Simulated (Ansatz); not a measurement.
# AlAsH2: the cost of one run

The runs use Ansatz 0.2.0, Gaussian basis; cc-pVTZ, core rule «outside noble gas», up to 19 orbitals frozen.

Plan: UHF; CCSD(T) on ROHF; CCSD(T) on UHF; BCCD(T) on ROHF; CCSDT(Q) on ROHF; CCSDT(Q) on UHF.

16 further runs of the same task are left out: 10 for a known fault of the program, 6 set aside as unsound or not needed.

## (1) The geometry

The geometry is a PBE0/def2-TZVP stationary point (not a proven minimum). No spin-orbit coupling is included. The filled d shell of As may be among the frozen orbitals whatever the setting's name suggests; the logs give the count.

4 atoms, charge 0, spin multiplicity 3.

Atoms are counted from 1 here; the program's logs count them from 0.

Bond lengths: Al1–As2 2.470 Å, As2–H3 1.524 Å, As2–H4 1.524 Å. Angles: Al1–As2–H3 96.8°, Al1–As2–H4 96.8°, H3–As2–H4 92.8°.

## (2) UHF

The input, in.yaml:

```yaml
crystal:
  periodic: [false, false, false]
  atoms:
    - {symbol: Al, position_ang: [0.036540, 0.000000, 1.832106]}
    - {symbol: As, position_ang: [-0.039784, 0.000000, -0.636952]}
    - {symbol: H, position_ang: [0.989539, 1.103858, -0.849067]}
    - {symbol: H, position_ang: [0.989541, -1.103856, -0.849067]}
basis:
  gaussian: {orbitals: cc-pVTZ}
magnetization: {spin_polarized: true, initial_magnetization: 2}
hamiltonian: {xc: hf}
output: {orbitals: {seedname: orbitals}}
```

Run with:

```sh
$ ansatz run in.yaml --threads 1 --pin off --events-out ev --progress --plain --max-ram 4096MiB --backend cpu
```

Q: Estimate wall time and peak memory on 1 thread of AMD EPYC 7R13, shared host.

About 7.5 s, with a peak of 0.35 GiB.
